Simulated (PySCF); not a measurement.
# CHClFI (Chlorofluoroiodomethane): the cost of one run

Computed with PySCF 2.14.0 and routines of our own; the level stands in each step. Atoms count from 0.

### Step 1. The system as given

5 atoms, charge 0, multiplicity 1; geometry from: GFN2-xTB.

### Step 2. Optimising the geometry at PBE0-D3(BJ)/def2-SVP

Job settings and geometry (Å):

```
{"job": {"xc": "PBE0", "basis": "def2-SVP", "d3": "d3bj", "grid": 1, "maxiter": 30, "shake": 0.01, "kind": "geom"}, "charge": 0, "multiplicity": 1}
F     -0.326980    -1.135760    -0.793070
C     -0.120590    -0.117180     0.060320
Cl    -1.218070     1.235430    -0.303790
I      2.002420     0.461510    -0.068090
H     -0.303210    -0.477970     1.066740
```

Launch:

```bash
$ OMP_NUM_THREADS=1 python heavy_run.py task.json out
```

One launch serves the whole session: the jobs run in the order shown.

**Question.** How long does this first job take on 1 thread of AMD EPYC 7R43, shared host, and how much memory does it need?

About 25 s, with a peak of 0.34 GiB.
